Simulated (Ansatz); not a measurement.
# CsLiCr2Te2S3 (Pm) in Ansatz: relaxation of cell and atoms with r2SCAN

Aim: the relaxation of cell and atoms of CsLiCr2Te2S3 with r2SCAN.

Everything below comes from runs of Ansatz 0.2.0. Logs are shortened: lines on timing, memory, paths and dates and some standing lists are left out, and cuts for length are marked.

### 1 The structure

It takes space group Pm (No. 6, monoclinic). The conventional cell has a = 7.057 Å, b = 3.981 Å, c = 9.084 Å, α = 90.00°, β = 107.12°, γ = 90.00°. Cs (site symmetry m) has 3 S at 3.44 to 3.50 Å and 1 Te at 3.93 Å as nearest neighbours. Around Li (site symmetry m) lie 3 S at 2.21 to 2.30 Å. Cr (site symmetry m) has 5 S at 2.47 to 2.63 Å and 1 Te at 2.79 Å and 2 Li at 2.81 Å as nearest neighbours. Around Cr (site symmetry m) lie 2 S at 2.34 to 2.50 Å. Te (site symmetry m) has 3 Cr at 2.76 to 2.79 Å as nearest neighbours. Te (site symmetry m) has 1 S at 2.48 Å and 2 Cr at 2.80 Å as nearest neighbours. Around S (site symmetry m) lie 2 Li at 2.21 Å and 1 Te at 2.48 Å and 1 Cr at 2.51 Å. S (site symmetry m) is surrounded by 3 Cr at 2.34 to 2.47 Å and 1 Li at 2.63 Å.

The cell was built by a generator and needn't be a form met in nature.

### 2 Relaxation of cell and atoms, r2SCAN, collinear spin, ferromagnetic start

The input, input.yaml:

```yaml
crystal:
  lattice:
    - [7.05684, 0.0, 0.00788]
    - [0.0, 3.9806, 0.0]
    - [-2.68302, 0.0, 8.67869]
  atoms:
    - { symbol: Cs, position: [0.07739, 0.0, 0.37706] }
    - { symbol: Li, position: [0.86424, 0.5, 0.78883] }
    - { symbol: Cr, position: [0.12646, 0.0, 0.94616], spin: 3.0 }
    - { symbol: Cr, position: [0.5929, 0.5, 0.97165], spin: 3.0 }
    - { symbol: Te, position: [0.50838, 0.0, 0.1527] }
    - { symbol: Te, position: [0.55612, 0.0, 0.74893] }
    - { symbol: S, position: [0.87426, 0.0, 0.68502] }
    - { symbol: S, position: [0.25176, 0.5, 0.84402] }
    - { symbol: S, position: [0.96294, 0.5, 0.05357] }
hamiltonian:
  xc: r2scan
  pseudopotentials: { kind: paw }
magnetization:
  spin_polarized: true
kpoints:
  mp_grid: { grid: [3, 5, 3] }
scf:
  occupations: { method: fermi_dirac, width: 0.05 }
output:
  forces: true
  stress: true
  eigenvalues: true
relax:
  f_tol: 0.01
  max_steps: 40
  cell: { stress_tol: 0.05 }
```

Potentials or basis: Ansatz PAW.

The run is started by

```
ansatz run input.yaml --threads 8 --pin off --max-ram 20480MiB --backend cpu --events-out ev --progress --plain --runs-dir out
```

Log:

```text
Warning: RAYON_NUM_THREADS=8 ignored (pool sized by the plan → 8); use --threads N
Engine: ansatz 0.2.0, aarch64-unknown-linux-gnu
Pseudopotentials: kind: paw
Pseudopotential: Cs, paw, valence charge 9, recommended cutoff 500 eV (meta_gga), Cs.paw.azcp
Pseudopotential: Li, paw, valence charge 3, recommended cutoff 500 eV (meta_gga), Li.paw.azcp
Pseudopotential: Cr, paw, valence charge 14, recommended cutoff 500 eV (meta_gga), Cr.paw.azcp
Pseudopotential: Te, paw, valence charge 16, recommended cutoff 500 eV (meta_gga), Te.paw.azcp
Pseudopotential: S, paw, valence charge 6, recommended cutoff 500 eV (meta_gga), S.paw.azcp
Functional definition: r2SCAN
  parameter k0 = 0.174
  parameter k1 = 0.065
  parameter a1 = 4.9479
  exchange = r2scan_x(k0 = k0, k1 = k1, a1 = a1)
  correlation = r2scan_c
Crystal: 9 atoms, lattice volume = 243.873 Å³
Basis set: ecut = 500 eV, 6183 PW (Γ), exchange–correlation on 216×120×288 points (64 copies of the dense FFT grid, shifted against one another)
Bands: 58, of which v1, the nominal top of the filled ones, is band 45 counted from 1 (44 counted from 0)
Symmetry: 2 space group operations
Space group: Pm (ITA 6), of the structure as read, at distance tolerance 6.2e-5 Å
Magnetic group: BNS 6.18 (UNI 25), of the structure as read, at distance tolerance 6.2e-5 Å
k-points: 15 of 45 (time reversal used)
Non-local potential: Cs, projectors of the file, l = 0: 3, l = 1: 2, l = 2: 2, l = 3: 2
Non-local potential: Li, projectors of the file, l = 0: 3, l = 1: 2, l = 2: 1
Non-local potential: Cr, projectors of the file, l = 0: 3, l = 1: 2, l = 2: 3, l = 3: 1
Non-local potential: Te, projectors of the file, l = 0: 2, l = 1: 2, l = 2: 2, l = 3: 2
Non-local potential: S, projectors of the file, l = 0: 2, l = 1: 2, l = 2: 2
PAW form: soft (Blöchl's): semilocal exchange-correlation on the pseudo side does not see the compensation charge
PAW frozen core: Cs, regenerated for the run's functional (the file was generated under x = pbe(κ = 0.804, μ = 0.2195149727645171), c = pbe(β = 0.06672455060314922))
PAW frozen core: Cr, regenerated for the run's functional (the file was generated under x = pbe(κ = 0.804, μ = 0.2195149727645171), c = pbe(β = 0.06672455060314922))
PAW frozen core: Te, regenerated for the run's functional (the file was generated under x = pbe(κ = 0.804, μ = 0.2195149727645171), c = pbe(β = 0.06672455060314922))
PAW frozen core: S, regenerated for the run's functional (the file was generated under x = pbe(κ = 0.804, μ = 0.2195149727645171), c = pbe(β = 0.06672455060314922))
PAW one-centre angular grid: Cs, 302 points (default); XC on 160 Gauss nodes
PAW one-centre angular grid: Li, 302 points (default); XC on 327 of its mesh's 2665 points in the sphere
PAW one-centre angular grid: Cr, 590 points (default); XC on 160 Gauss nodes
PAW one-centre angular grid: Te, 590 points (default); XC on 160 Gauss nodes
PAW one-centre angular grid: S, 302 points (default); XC on 160 Gauss nodes
Initial density: superposition of atomic densities (chi_scale 0.1, normalization cell, long waves kept (reshape's long-wave potential 0.22 eV rms))
Starting moments: Σ|m| = 6 μB on 2 of 9 sites
Initial wavefunctions: pseudopotential atomic-orbital guess
Functional: x = r2scan, c = r2scan; τ floored in thin density (d = 2e-4 eV/Å³)
SCF iter   1: F=—  HF=-29371.596262 eV  |F-HF|=—  |Δ(HF+E_count)|=         —  Δρ=3.67e-2 (↑3.00e-2 ↓3.67e-2)  dr2=1.56e1  dr2_τ=6.78e-2  dr2_m=2.88e-1  M=6.000 μB ∫|m|=6.785 μB  β_m=1.00  ethr=3.10e-3  ⟨swp⟩=10.0  Hψ=7823  notcnv=0  defer=1
Mixer restart at iter 1: flushing history
preconditioner: auto → Resta (q_TF=auto, 2.311 Å⁻¹)  ε∞=4.8  [insulator: Δε(μ)=0.594 eV  Ē_g=8.663 eV  σ=0.050 eV  W_gap=0.99  n_scr=52 (ndim 8)  ℏωp=16.8 eV  f_vac=0.093  D(μ)=0.03/eV (n_scr^D=0)  ε∞_Penn≈4.8]
[... 144 lines left out ...]
relax step   7: F+E_penalty+E_count = -29371.26821418 eV  Δ(F+E_penalty+E_count) = +4.500e-4 eV  max|allowed force component| = 6.936e-3 eV/Å  Δτ_max = 0.0000 Å  P = +0.002 GPa  Ω = 240.931 Å³  stress off target by 7.43e-3 GPa  SCF on the basis re-selected at this cell (its energy is not comparable with the rows above)  (19 SCF iters)
basis re-selected at this cell: Δ(F+E_penalty+E_count) = +4.500e-4 eV, ΔP = -0.001 GPa vs the last step (what re-selecting the basis moved, of the pressure what is left beyond the Pulay correction that the steps carried, after the strain that the cell walked since its last selection, with what the two solves' SCF thresholds leave and, on support functions, any second-order correction that the steps lacked; it is no measure of the basis error at this ecutwfc). This SCF's stress stands 7.43e-3 GPa from its target on what of the cell is left free (relax.cell.stress_tol is 5.00e-2 GPa) and its largest allowed force component is 6.94e-3 eV/Å (relax.f_tol is 1.00e-2 eV/Å): within both
SCF converged after 19 iterations
Stability not checked: this state was not tested for a lower state beside it, because the mixer in use, unlike msr1, does not test its closes by its own steps (another_mixer; see scf.mixing.algorithm and scf.lower_state_search)
Magnetization: 6.0000 μB (48.0000 up, 42.0000 down)
Absolute magnetization: 7.6645 μB (∫|ρ↑−ρ↓|, with the PAW one-centre terms)
Spin contamination: 0.3437 ħ² per cell (⟨S²⟩ above its minimum at these occupations)
Per-site moments (μB) at R_I (Å): [(-0.0012027349888298834, 1.4201140124071439), (-0.0011701735170807648, 0.9085669649668559), (3.015179316537051, 1.0203564833111498), (2.86518334949213, 0.9696624769649228), (-0.17981306311721898, 1.1382606425598465), (-0.050776325003357735, 1.0090703009890174), (-0.03949106169686839, 0.9085669649668559), (-0.14013073024743564, 0.9696624769649228), (-0.06616538871734685, 0.9446207504960665)]
Free energy (F): -29371.268214 eV
Harris-Foulkes:  -29371.268214 eV  (|F-HF|=1.46e-11)
Internal energy: -29371.268126 eV  (E = F + TS)
E sigma→0 (E₀):  -29371.268170 eV
Entropy (-TS):   -0.000088 eV (-0.010 meV/atom)
Fermi energy:    6.876539 eV
--- Per-component energies (eV) ---
  E_band       = -1399.600237
  E_kinetic    = 1529.605148
  E_local      = -10934.254806  (includes V_loc(G=0)·N_el)
  E_nonlocal   = -372.755149
  E_hartree    = 5356.437590
  E_xc         = -952.586930
  E_vxc        = -1057.228507  (∫ρ·V_xc dr)
  E_paw        = -18729.025553  (= ΣΔE_a)
  E_vpaw       = -1337.419591  (= ΣTr[D̂ρ^β])
  E_aug_tail   = 0.000276  (compensation charges beyond the density's cutoff)
  E_vtau       = 59.577336  (kinetic-family band-sum trace: ∫τ·v_τ [+ j·A + Jᵃ·Aᵃ] dr)
  E_ewald      = -5268.434337
  E_core_change = -0.254365  (= ΣΔE_core)
  E_smearing   = -0.000088  (= −TS)
  E_closure    = 0.000000  (closes the sum)
  Σ components = -29371.268214   (vs F -29371.268214, Δ=0.00e0)
--- Forces (eV/Å), atoms counted from 1 ---
  atom   1  Cs     0.00021924     0.00000000     0.00020192
  atom   2  Li     0.00693792    -0.00000000     0.00556924
  atom   3  Cr     0.00037194     0.00000000    -0.00442484
  atom   4  Cr     0.00158259     0.00000000     0.00293390
  atom   5  Te    -0.00090687     0.00000000     0.00375046
  atom   6  Te    -0.00245333     0.00000000    -0.00091551
  atom   7  S     -0.00511385     0.00000000    -0.00142027
  atom   8  S      0.00045073     0.00000000    -0.00336862
  atom   9  S     -0.00107227     0.00000000    -0.00222964
  max |Σ_I F_I| component: 9.66e-5 eV/Å
--- Stress (GPa, compression-positive) ---
       -0.003360      -0.000000      -0.006002
       -0.000000       0.007038       0.000000
       -0.005991       0.000000       0.001398
  P = ⅓ Tr σ = 0.0017 GPa (0.017 kbar)
--- Band table (eV; the first three rows and the last of 30) ---
  k-point 0 ↑: bands = ["-69.6872", "-69.3353", "-40.1977", "-39.8779", "-39.8524", "-39.8357", "-39.5348", "-39.5122", "-39.5017", "-31.5337", "-31.4522", "-31.4242", "-31.1971", "-31.1897", "-30.3144", "-30.3026", "-30.2987", "-30.2922", "-30.2897", "-16.2874", "-7.9749", "-6.8137", "-6.0901", "-4.6877", "-4.1844", "-2.7554", "-2.6475", "-2.3243", "1.1172", "1.7762", "1.8305", "2.4510", "2.8091", "2.9799", "3.2452", "3.7527", "4.1885", "4.1987", "4.3438", "4.4148", "4.6307", "4.7944", "4.8318", "4.9370", "5.3009", "5.7072", "5.9344", "6.5468", "7.4216", "8.1805", "8.2280", "8.5600", "8.9415", "9.6081", "10.3502", "11.1034", "11.5755", "11.9096"]
  k-point 1 ↑: bands = ["-69.6872", "-69.3353", "-40.1977", "-39.8779", "-39.8524", "-39.8357", "-39.5348", "-39.5122", "-39.5017", "-31.5337", "-31.4522", "-31.4242", "-31.1971", "-31.1897", "-30.3144", "-30.3026", "-30.2987", "-30.2922", "-30.2897", "-16.2873", "-7.9810", "-6.8092", "-6.0778", "-4.6930", "-4.1770", "-2.7491", "-2.6936", "-2.3242", "1.1537", "1.7612", "1.9984", "2.4543", "2.7894", "2.9729", "3.1720", "3.6535", "4.1643", "4.1969", "4.3432", "4.4097", "4.6377", "4.8018", "4.8336", "4.9520", "5.3249", "5.6088", "5.8459", "6.5467", "7.5990", "8.1972", "8.2318", "8.5466", "8.9933", "9.7481", "10.6423", "10.9566", "11.3161", "11.8728"]
  k-point 2 ↑: bands = ["-69.6871", "-69.3353", "-40.1974", "-39.8777", "-39.8527", "-39.8368", "-39.5359", "-39.5122", "-39.5016", "-31.5333", "-31.4525", "-31.4242", "-31.1975", "-31.1885", "-30.3136", "-30.3030", "-30.2991", "-30.2922", "-30.2887", "-16.2486", "-7.8663", "-6.7473", "-6.0397", "-4.5381", "-4.0639", "-2.7322", "-2.7016", "-2.6266", "1.2008", "1.4196", "1.9267", "2.1547", "2.7832", "3.1969", "3.2815", "3.5594", "3.7924", "3.8409", "4.1350", "4.4031", "4.5032", "4.6883", "4.8046", "5.0170", "5.2825", "5.6919", "5.8306", "6.0049", "7.3879", "7.6063", "7.7857", "8.5337", "9.1465", "10.4166", "11.1596", "11.3139", "11.4275", "12.0570"]
  k-point 14 ↓: bands = ["-65.5842", "-65.3398", "-40.1985", "-35.8376", "-35.7033", "-35.6120", "-35.5363", "-35.4788", "-35.4526", "-31.5399", "-31.4643", "-31.4351", "-31.2189", "-31.2112", "-30.3501", "-30.3452", "-30.3369", "-30.3303", "-30.3245", "-16.1860", "-7.7204", "-6.7905", "-6.1443", "-4.4460", "-4.1186", "-3.2837", "-2.6318", "-2.5482", "1.1874", "1.3655", "2.0731", "2.4412", "2.7843", "2.9798", "3.4015", "3.7669", "4.0543", "4.1690", "4.5066", "4.7042", "5.0034", "5.4376", "8.0102", "8.5737", "8.6791", "8.9668", "9.1230", "9.2713", "9.3855", "9.5312", "9.6723", "9.7646", "9.9495", "10.4080", "11.1207", "11.7168", "12.1409", "12.2724"]
--- Relaxed structure (6 steps of the walk, 6 accepted, 1 SCFs on fresh bases) ---
  F+E_penalty+E_count = -29371.26821418 eV   max|allowed force component| = 6.936e-3 eV/Å   (the final SCF, on the basis selected at the relaxed cell)
  cell:  # Å, volume = 240.9314 Å³
    - [7.086639635590386, 5.970838341276359e-19, 0.010569026532886171]
    - [3.4861378083716736e-19, 3.9634963504890846, -1.0578650131281491e-17]
    - [-2.690925655467058, -2.3299041062682286e-17, 8.573760447352015]
  atoms:
    - { symbol: Cs, position: [0.08099119424912064, 2.662766237969542e-18, 0.3825570403709286] }
    - { symbol: Li, position: [0.8632294954527591, 0.5000000000000001, 0.7874473539646005] }
    - { symbol: Cr, position: [0.12725939687466825, 5.73525418677303e-19, 0.9473439698595155] }
    - { symbol: Cr, position: [0.5909585755657006, 0.5000000000000001, 0.9719007046943023] }
    - { symbol: Te, position: [0.5096152400581525, 2.325661111317095e-18, 0.15750285155285357] }
    - { symbol: Te, position: [0.5574068212084268, -2.2729857273134703e-18, 0.7442336667438948] }
    - { symbol: S, position: [0.8710668565221235, -1.2318919481353272e-18, 0.6824782569131717] }
    - { symbol: S, position: [0.250335344237376, 0.5000000000000001, 0.8400610302956009] }
    - { symbol: S, position: [0.9635870758316718, 0.5000000000000001, 0.05441512560513157] }
```

It took 2.3 min on 8 threads of Arm Neoverse V2, shared host; peak memory 1.8 GiB.

What came out:

| Property | Result |
| --- | --- |
| Free energy | -29371.2682 eV |
| Relaxed volume | 26.77 Å³/atom |
| Relaxed cell | a = 7.087 Å, b = 3.963 Å, c = 8.986 Å, α = 90.00°, β = 107.34°, γ = 90.00° |
| Space group after relaxing (to 0.05 Å) | Pm (No. 6) |
| Energy gained by relaxing | 1.5 meV/atom |
| Ionic steps | 7 |
| Pressure after relaxing | 0.0 GPa |
| Largest force after relaxing | 0.009 eV/Å |
| Band gap on the k mesh | 0.70 eV, indirect (least direct gap 0.87 eV) |
| Net moment | 6.00 μB per cell |
| Absolute moment | 7.66 μB per cell |
| Site moments | Cs -0.00; Li -0.00; Cr +3.02, +2.87; Te -0.18, -0.05; S -0.04, -0.14, -0.07 μB |

Forces in eV/Å, atoms in the order of the input:
```
Cs   0.000  0.000  0.000
Li   0.007  0.000  0.006
Cr   0.000  0.000 -0.004
Cr   0.002  0.000  0.003
Te  -0.001  0.000  0.004
Te  -0.002  0.000 -0.001
S   -0.005  0.000 -0.001
S    0.000  0.000 -0.003
S   -0.001  0.000 -0.002
```

Step by step:
```csv
step,energy change (eV),largest force (eV/Å),volume (Å³)
1,0.0000,0.3287,243.87
2,-0.0030,0.2374,242.68
3,-0.0119,0.0722,242.21
4,-0.0134,0.0268,241.83
5,-0.0141,0.0136,241.22
6,-0.0143,0.0089,240.93
7,-0.0138,0.0089,240.93
```

Final structure:
```cif
data_structure
_symmetry_space_group_name_H-M 'P 1'
_symmetry_Int_Tables_number 1
_cell_length_a 7.0866
_cell_length_b 3.9635
_cell_length_c 8.9861
_cell_angle_alpha 90.000
_cell_angle_beta 107.339
_cell_angle_gamma 90.000
_cell_volume 240.93
loop_
_atom_site_label
_atom_site_type_symbol
_atom_site_fract_x
_atom_site_fract_y
_atom_site_fract_z
_atom_site_occupancy
Cs1 Cs 0.08099 0.00000 0.38256 1
Li1 Li 0.86323 0.50000 0.78745 1
Cr1 Cr 0.12726 0.00000 0.94734 1
Cr2 Cr 0.59096 0.50000 0.97190 1
Te1 Te 0.50962 0.00000 0.15750 1
Te2 Te 0.55741 0.00000 0.74423 1
S1 S 0.87107 0.00000 0.68248 1
S2 S 0.25034 0.50000 0.84006 1
S3 S 0.96359 0.50000 0.05442 1
```

Caveat: the magnetic or orbital state may not be the lowest; odd divisions of the mesh miss points on the zone boundary, where band edges often lie, so the gap on the mesh can be too wide; the plane-wave basis is chosen anew once the cell has moved, so the energies of steps on either side of that aren't comparable; spin-orbit coupling is left out, which moves the levels of the heavy elements; only a ferromagnetic start was run, and an antiferromagnetic order may lie lower in energy; the PAW data sets come from PBE, with cores solved anew for the run's functional, which leaves a small shift of forces and pressure.
